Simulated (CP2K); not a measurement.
# SiH2O2F2 (SMILES O[Si](O)(F)F): revPBE-D3(BJ)/TZV2P-MOLOPT-PBE-GTH (core potential)

Aim: the energy change on altering one bond length of SiH2O2F2 at revPBE-D3(BJ)/TZV2P-MOLOPT-PBE-GTH (core potential), from 2 runs. 

The results are computed with CP2K 2026.2.

**1. The system as given**

SiH2O2F2: 7 atoms, total charge 0, spin state singlet. SMILES: `O[Si](O)(F)F`. Geometry: relaxed at PBE0-D4/def2-TZVP. This is one conformer, not always the lowest.

Bond lengths: O1–Si2 1.609 Å, Si2–O3 1.609 Å, Si2–F4 1.583 Å, Si2–F5 1.583 Å, O1–H6 0.957 Å, O3–H7 0.957 Å. Angles: O1–Si2–O3 107.3°, O1–Si2–F4 112.2°, O1–Si2–F5 110.1°, O3–Si2–F4 110.1°, O3–Si2–F5 112.2°, F4–Si2–F5 104.9°, Si2–O1–H6 118.9°, Si2–O3–H7 118.9°.

**2. A single-point energy at revPBE-D3(BJ)/TZV2P-MOLOPT-PBE-GTH (core potential)**

The input, gas.inp:

```
&FORCE_EVAL
 METHOD Quickstep
 &DFT
  BASIS_SET_FILE_NAME BASIS_MOLOPT_UZH
  POTENTIAL_FILE_NAME POTENTIAL_UZH
  &QS
   METHOD GPW
   EPS_DEFAULT 1.0E-10
  &END QS
  ! plane-wave cutoff in Ry
  &MGRID
   CUTOFF 400
   REL_CUTOFF 50
   NGRIDS 4
  &END MGRID
  ! cluster boundary conditions
  &POISSON
   PERIODIC NONE
   POISSON_SOLVER MULTIPOLE
  &END POISSON
  &SCF
   SCF_GUESS ATOMIC
   EPS_SCF 1.0E-06
   MAX_SCF 80
   ADDED_MOS 3
   &DIAGONALIZATION
    ALGORITHM STANDARD
   &END DIAGONALIZATION
   &MIXING
    METHOD BROYDEN_MIXING
    ALPHA 0.3
    NBUFFER 8
   &END MIXING
  &END SCF
  &XC
   &XC_FUNCTIONAL
    &PBE
     PARAMETRIZATION REVPBE
    &END PBE
   &END XC_FUNCTIONAL
   &VDW_POTENTIAL
    POTENTIAL_TYPE PAIR_POTENTIAL
    &PAIR_POTENTIAL
     TYPE DFTD3(BJ)
     PARAMETER_FILE_NAME dftd3.dat
     REFERENCE_FUNCTIONAL revPBE
     R_CUTOFF 15
    &END PAIR_POTENTIAL
   &END VDW_POTENTIAL
  &END XC
  ! extra output
  &PRINT
   &MOMENTS
    PERIODIC F
    REFERENCE COM
    MAX_MOMENT 1
   &END MOMENTS
   &MO ON
    ENERGIES T
    OCCUPATION_NUMBERS T
    NDIGITS 6
    &EACH
     QS_SCF 0
    &END EACH
    ADD_LAST NUMERIC
   &END MO
   &HIRSHFELD OFF
   &END HIRSHFELD
  &END PRINT
 &END DFT
 &SUBSYS
  ! box in angstrom
  &CELL
   ABC 10.8 9.4 9.1
   PERIODIC NONE
  &END CELL
  &COORD
   UNIT bohr
   O     -2.1221624     0.8386605     1.6828011
   Si    -0.0209760    -0.0342040    -0.3350484
   O      2.4967062    -0.7305681     1.2220859
   F     -0.9136826    -2.3861572    -1.9532209
   F      0.4497548     2.1387920    -2.3358905
   H     -3.4568760     1.9318670     1.1379931
   H      3.6828872    -1.8868915     0.4951082
  &END COORD
  &TOPOLOGY
   &CENTER_COORDINATES
   &END CENTER_COORDINATES
  &END TOPOLOGY
  &KIND O
   BASIS_SET TZV2P-MOLOPT-PBE-GTH-q6
   POTENTIAL GTH-PBE-q6
  &END KIND
  &KIND Si
   BASIS_SET TZV2P-MOLOPT-PBE-GTH-q4
   POTENTIAL GTH-PBE-q4
  &END KIND
  &KIND F
   BASIS_SET TZV2P-MOLOPT-PBE-GTH-q7
   POTENTIAL GTH-PBE-q7
  &END KIND
  &KIND H
   BASIS_SET TZV2P-MOLOPT-PBE-GTH-q1
   POTENTIAL GTH-PBE-q1
  &END KIND
 &END SUBSYS
&END FORCE_EVAL
&GLOBAL
 PROJECT gas
 RUN_TYPE ENERGY
 PRINT_LEVEL MEDIUM
&END GLOBAL
```

Started as:

```console
$ OMP_NUM_THREADS=1 cp2k.psmp -i gas.inp > gas.out 2>&1
```

Output:

```text
CP2K| version string:                                       CP2K version 2026.2
[...]
 GLOBAL| Method name                                                        CP2K
[...]
 GLOBAL| Run type                                                         ENERGY
[...]
 DFT| Spin restricted Kohn-Sham (RKS) calculation                            RKS
 DFT| Multiplicity                                                             1
[...]
 DFT| Charge                                                                   0
[...]
 FUNCTIONAL| PBE:
[...]
 QS| Method:                                                                 GPW
[...]
 QS| Density cutoff [a.u.]:                                                200.0
[...]
 QS| Relative density cutoff [a.u.]:                                        25.0
[...]
                             - Atoms:                                          7
[...]
                             - Spherical basis functions:                    173
[...]
 Number of electrons:                                                         32
[...]
     1 NoMix/Diag. 0.30E+00    4.3     0.89519311       -85.7347734971 -8.57E+01
[...]
    22 Broy./Diag. 0.30E+00    5.6     0.00000052       -85.9864741511 -4.06E-08
  *** SCF run converged in    22 steps ***
[...]
  Overlap energy of the core charge distribution:               0.00000011301758
  Self energy of the core charge distribution:               -224.86089713913714
  Core Hamiltonian energy:                                     63.80356818657936
  Hartree energy:                                              93.67312081604027
  Exchange-correlation energy:                                -18.59222110446794
  Dispersion energy:                                           -0.01004502312958
  Total energy:                                               -85.98647415109744
[...]
                     Mulliken Population Analysis
 #  Atom  Element  Kind  Atomic population                           Net charge
       1     O        1          6.323004                             -0.323004
       2     Si       2          2.926903                              1.073097
       3     O        1          6.322480                             -0.322480
       4     F        3          7.347095                             -0.347095
       5     F        3          7.346970                             -0.346970
       6     H        4          0.866470                              0.133530
       7     H        4          0.867079                              0.132921
 # Total charge                             32.000000                 -0.000000
[...]
  Dipole moment [Debye]
    X= -0.2024685E-01 Y= -0.9940550E-02 Z= -0.1865340E+00  Total=      0.1878927
 ENERGY| Total FORCE_EVAL ( QS ) energy [hartree]            -85.986474151097440
[...]
```

It took 2 min on 1 thread of Intel Xeon at 2.50GHz (Skylake/Cascade Lake), shared host; peak memory 1.5 GiB.

**3. The distorted shape**

The input, molecule.inp:

```
&GLOBAL
  PROJECT molecule
  RUN_TYPE ENERGY
  PRINT_LEVEL MEDIUM
&END GLOBAL

&FORCE_EVAL
  METHOD QS
  &DFT
    BASIS_SET_FILE_NAME BASIS_MOLOPT_UZH
    POTENTIAL_FILE_NAME POTENTIAL_UZH
    &QS
      METHOD GPW
      EPS_DEFAULT 1.0E-10
    &END QS
    &MGRID
      CUTOFF 400
      REL_CUTOFF 50
      NGRIDS 4
    &END MGRID
    &POISSON
      PERIODIC NONE
      POISSON_SOLVER MULTIPOLE
    &END POISSON
    # SCF settings
    &SCF
      SCF_GUESS ATOMIC
      EPS_SCF 1.0E-06
      MAX_SCF 50
      &OT
        MINIMIZER DIIS
        PRECONDITIONER FULL_ALL
      &END OT
      &OUTER_SCF
        EPS_SCF 1.0E-06
        MAX_SCF 8
      &END OUTER_SCF
    &END SCF
    &XC
      &XC_FUNCTIONAL
        &PBE
          PARAMETRIZATION REVPBE
        &END PBE
      &END XC_FUNCTIONAL
      &VDW_POTENTIAL
        POTENTIAL_TYPE PAIR_POTENTIAL
        &PAIR_POTENTIAL
          TYPE DFTD3(BJ)
          PARAMETER_FILE_NAME dftd3.dat
          REFERENCE_FUNCTIONAL revPBE
          R_CUTOFF 15
        &END PAIR_POTENTIAL
      &END VDW_POTENTIAL
    &END XC
    # extra output
    &PRINT
      &MOMENTS
        PERIODIC F
        REFERENCE COM
        MAX_MOMENT 1
      &END MOMENTS
      &MO_CUBES
        NLUMO 5
        NHOMO -1
        WRITE_CUBE F
      &END MO_CUBES
      &HIRSHFELD OFF
      &END HIRSHFELD
    &END PRINT
  &END DFT
  &SUBSYS
    &CELL
      ABC 11 9.5 9.1
      PERIODIC NONE
    &END CELL
    &COORD
      O     -0.911137     0.270272     0.976979
      Si     0.200763    -0.191628    -0.090821
      O      1.533063    -0.560128     0.733179
      F     -0.271637    -1.436228    -0.947121
      F      0.449863     0.958272    -1.149621
      H     -1.829300     1.022300     0.602200
      H      2.160763    -1.172028     0.348479
    &END COORD
    &TOPOLOGY
      &CENTER_COORDINATES
      &END CENTER_COORDINATES
    &END TOPOLOGY
    &KIND O
      BASIS_SET TZV2P-MOLOPT-PBE-GTH-q6
      POTENTIAL GTH-PBE-q6
    &END KIND
    &KIND Si
      BASIS_SET TZV2P-MOLOPT-PBE-GTH-q4
      POTENTIAL GTH-PBE-q4
    &END KIND
    &KIND F
      BASIS_SET TZV2P-MOLOPT-PBE-GTH-q7
      POTENTIAL GTH-PBE-q7
    &END KIND
    &KIND H
      BASIS_SET TZV2P-MOLOPT-PBE-GTH-q1
      POTENTIAL GTH-PBE-q1
    &END KIND
  &END SUBSYS
&END FORCE_EVAL
```

Started as:

```console
$ OMP_NUM_THREADS=1 cp2k.psmp -i molecule.inp > molecule.out 2>&1
```

Output, cut to the lines that bear on the results:

```text
CP2K| version string:                                       CP2K version 2026.2
[...]
 GLOBAL| Method name                                                        CP2K
[...]
 GLOBAL| Run type                                                         ENERGY
[...]
 DFT| Spin restricted Kohn-Sham (RKS) calculation                            RKS
 DFT| Multiplicity                                                             1
[...]
 DFT| Charge                                                                   0
[...]
 FUNCTIONAL| PBE:
[...]
 QS| Method:                                                                 GPW
[...]
 QS| Density cutoff [a.u.]:                                                200.0
[...]
 QS| Relative density cutoff [a.u.]:                                        25.0
[...]
                             - Atoms:                                          7
[...]
                             - Spherical basis functions:                    173
[...]
 Number of electrons:                                                         32
[...]
     1 OT DIIS     0.15E+00    4.2     0.12486570       -82.8570429607 -8.29E+01
[...]
    35 OT DIIS     0.15E+00    4.5     0.00000100       -85.9466611930 -8.00E-11
  *** SCF run converged in    35 steps ***
[...]
  Overlap energy of the core charge distribution:               0.00000007796992
  Self energy of the core charge distribution:               -224.86089713913714
  Core Hamiltonian energy:                                     63.49723179334876
  Hartree energy:                                              93.91747020074233
  Exchange-correlation energy:                                -18.49020334085461
  Dispersion energy:                                           -0.01026278506490
  Total energy:                                               -85.94666119299565
[...]
                     Mulliken Population Analysis
 #  Atom  Element  Kind  Atomic population                           Net charge
       1     O        1          6.506336                             -0.506336
       2     Si       2          2.930639                              1.069361
       3     O        1          6.323793                             -0.323793
[...]
  Dipole moment [Debye]
    X= -0.2988181E+00 Y=  0.2024928E+00 Z= -0.2050757E+00  Total=      0.4151525
[...]
 HOMO - LUMO gap [eV] :    5.723296
 ENERGY| Total FORCE_EVAL ( QS ) energy [hartree]            -85.946661192995649
[...]
```

Run time: 3 min. Hardware: 1 thread of Intel Xeon at 2.50GHz (Skylake/Cascade Lake), shared host; peak memory 0.86 GiB.

**4. Summary of results**

Level: revPBE-D3(BJ)/TZV2P-MOLOPT-PBE-GTH (core potential).

| quantity | value |
| --- | --- |
| first shape: total energy | -85.98647 Eh |
| first shape: dipole moment | 0.19 D |
| first shape: HOMO energy | -8.32 eV |
| first shape: LUMO energy | -0.87 eV |
| first shape: HOMO–LUMO gap | 7.45 eV |
| first shape: dispersion energy | -26.37 kJ/mol |
| distorted shape: total energy | -85.94666 Eh |
| distorted shape: dipole moment | 0.42 D |
| distorted shape: HOMO energy | -8.08 eV |
| distorted shape: LUMO energy | -2.36 eV |
| distorted shape: HOMO–LUMO gap | 5.72 eV |
| distorted shape: dispersion energy | -26.94 kJ/mol |
| energy change with the O1–H6 bond stretched from 0.957 to 1.245 Å | 1.083 eV |

**Reading.** With the O1–H6 bond stretched from 0.957 to 1.245 Å the energy rises by 1.08 eV (25 kcal/mol). The first shape isn't relaxed at this level, so the change isn't measured from a minimum.
